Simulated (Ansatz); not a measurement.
**Si54, 54 atoms: making the run faster**

To be measured: the time of a single point at PBE on Si54, and which launch flags, input keys and shares of the machine shorten it.

Program: Ansatz 0.2.0 (single point, PBE, plane waves PAW). Host: Intel Xeon 6975P-C (Granite Rapids), 96 cores, 190 hardware threads, 362 GiB; it was booked for these runs alone, one at a time. Each run is timed once from launch to exit, start-up included.

### 1 The system

The cell holds 54 atoms in 1089 Å³, 3×3×3 copies of a database cell, with the atoms displaced at random so that no symmetry is left.

### 2 Baseline

Contents of input.yaml:

```yaml
crystal:
  lattice:
    - [0.000000, 8.165553, 8.165553]
    - [8.165553, 0.000000, 8.165553]
    - [8.165553, 8.165553, 0.000000]
  atoms:
    - { symbol: Si, position: [0.083661, 0.087663, 0.080107] }
    - { symbol: Si, position: [0.003437, -0.000898, -0.000906] }
    - { symbol: Si, position: [0.089914, 0.083879, 0.416518] }
    - { symbol: Si, position: [0.002527, 0.003903, 0.333226] }
    - { symbol: Si, position: [0.085370, 0.079960, 0.748729] }
    - { symbol: Si, position: [-0.001518, -0.004615, 0.661441] }
    - { symbol: Si, position: [0.077698, 0.415840, 0.082736] }
    - { symbol: Si, position: [-0.001110, 0.333573, -0.004626] }
    - { symbol: Si, position: [0.083058, 0.417491, 0.419268] }
    - { symbol: Si, position: [-0.002931, 0.331948, 0.326353] }
    - { symbol: Si, position: [0.081589, 0.409058, 0.745083] }
    - { symbol: Si, position: [0.003815, 0.325707, 0.669433] }
    - { symbol: Si, position: [0.084469, 0.748918, 0.084924] }
    - { symbol: Si, position: [0.001827, 0.670288, -0.000798] }
    - { symbol: Si, position: [0.081282, 0.747906, 0.413250] }
    - { symbol: Si, position: [-0.000156, 0.663945, 0.337035] }
    - { symbol: Si, position: [0.076858, 0.746211, 0.746698] }
    - { symbol: Si, position: [-0.007249, 0.673256, 0.658325] }
    - { symbol: Si, position: [0.415685, 0.081514, 0.089069] }
    - { symbol: Si, position: [0.326456, 0.003713, -0.002534] }
    - { symbol: Si, position: [0.416129, 0.081009, 0.418885] }
    - { symbol: Si, position: [0.329393, -0.000273, 0.334558] }
    - { symbol: Si, position: [0.423041, 0.075002, 0.755283] }
    - { symbol: Si, position: [0.336617, -0.001675, 0.667723] }
    - { symbol: Si, position: [0.415052, 0.422371, 0.084059] }
    - { symbol: Si, position: [0.332587, 0.332543, -0.000692] }
    - { symbol: Si, position: [0.416055, 0.413622, 0.423796] }
    - { symbol: Si, position: [0.326714, 0.320844, 0.332908] }
    - { symbol: Si, position: [0.416159, 0.417957, 0.749292] }
    - { symbol: Si, position: [0.332820, 0.334485, 0.670021] }
    - { symbol: Si, position: [0.415115, 0.748709, 0.090055] }
    - { symbol: Si, position: [0.335169, 0.663253, 0.008050] }
    - { symbol: Si, position: [0.419354, 0.747960, 0.412599] }
    - { symbol: Si, position: [0.334367, 0.663784, 0.329670] }
    - { symbol: Si, position: [0.412178, 0.748247, 0.753836] }
    - { symbol: Si, position: [0.331832, 0.661646, 0.668983] }
    - { symbol: Si, position: [0.750228, 0.086256, 0.087496] }
    - { symbol: Si, position: [0.666082, -0.000502, -0.000158] }
    - { symbol: Si, position: [0.746070, 0.085651, 0.421420] }
    - { symbol: Si, position: [0.667269, -0.000822, 0.332433] }
    - { symbol: Si, position: [0.747296, 0.080549, 0.748612] }
    - { symbol: Si, position: [0.663750, -0.001515, 0.661203] }
    - { symbol: Si, position: [0.751213, 0.416837, 0.079341] }
    - { symbol: Si, position: [0.658706, 0.333306, 0.003824] }
    - { symbol: Si, position: [0.747459, 0.414994, 0.414698] }
    - { symbol: Si, position: [0.668930, 0.330161, 0.336748] }
    - { symbol: Si, position: [0.748950, 0.419870, 0.750113] }
    - { symbol: Si, position: [0.665865, 0.328213, 0.664286] }
    - { symbol: Si, position: [0.749095, 0.752285, 0.084182] }
    - { symbol: Si, position: [0.664253, 0.668086, 0.003420] }
    - { symbol: Si, position: [0.749485, 0.748479, 0.415303] }
    - { symbol: Si, position: [0.669475, 0.668531, 0.330113] }
    - { symbol: Si, position: [0.751299, 0.748337, 0.747398] }
    - { symbol: Si, position: [0.670961, 0.669511, 0.664156] }
kpoints:
  mp_grid: { grid: [2, 2, 2] }
hamiltonian:
  xc: pbe
  pseudopotentials: { azcp: { folder: soft_1 } }
scf:
  occupations: { method: fixed }
output: { forces: true, stress: true }
```

On the command line:

```console
> ansatz run input.yaml --backend cpu --events-out ev --progress --plain --runs-dir out
```

### 3 Change: f 4

input.yaml, as its differences from that of step 2:

```diff
@@ -63,3 +63,3 @@
 hamiltonian:
-  xc: pbe
+  xc: r2scan
   pseudopotentials: { azcp: { folder: soft_1 } }
```

### 4 Change: f 8

input.yaml, as its differences from that of step 3:

```diff
@@ -63,6 +63,7 @@
 hamiltonian:
-  xc: r2scan
-  pseudopotentials: { azcp: { folder: soft_1 } }
+  xc: pbe
+  pseudopotentials: { kind: paw_fr, azcp: { folder: soft_1 } }
+magnetization: { noncollinear: true, spin_orbit: true }
 scf:
   occupations: { method: fixed }
-output: { forces: true, stress: true }
+output: { eigenvalues: true }
```

### 5 Change: f 20

input.yaml, as its differences from that of step 4:

```diff
@@ -64,6 +64,5 @@
   xc: pbe
-  pseudopotentials: { kind: paw_fr, azcp: { folder: soft_1 } }
-magnetization: { noncollinear: true, spin_orbit: true }
+  pseudopotentials: { kind: all_electron, lapw: {} }
 scf:
   occupations: { method: fixed }
-output: { eigenvalues: true }
+output: { forces: true, stress: true }
```

### 6 Change: f 30

input.yaml, as its differences from that of step 5:

```diff
@@ -63,4 +63,4 @@
 hamiltonian:
-  xc: pbe
-  pseudopotentials: { kind: all_electron, lapw: {} }
+  xc: hse06
+  pseudopotentials: { azcp: { folder: soft_1 } }
 scf:
```

### 7 Change: f 30

input.yaml, as its differences from that of step 6:

```diff
@@ -63,3 +63,3 @@
 hamiltonian:
-  xc: hse06
+  xc: pbe0
   pseudopotentials: { azcp: { folder: soft_1 } }
```

(Steps that only read results are left out.)

Q: Predict the timings and the best choice. Wanted: reference; best change; worst change.

As calculated:

| quantity | value |
| --- | --- |
| reference | 1.1 s on 96 threads |
| best change | none beyond the noise |
| worst change | f 30: 31 times as slow |

**Reading.** Changes under about 28 % are taken as noise (0.3 s of jitter at start-up on so short a run). No change beats the defaults here. f 30 costs most. In the reference run the eigensolver takes 43 % of the time. The figures hold for this build, input and host.
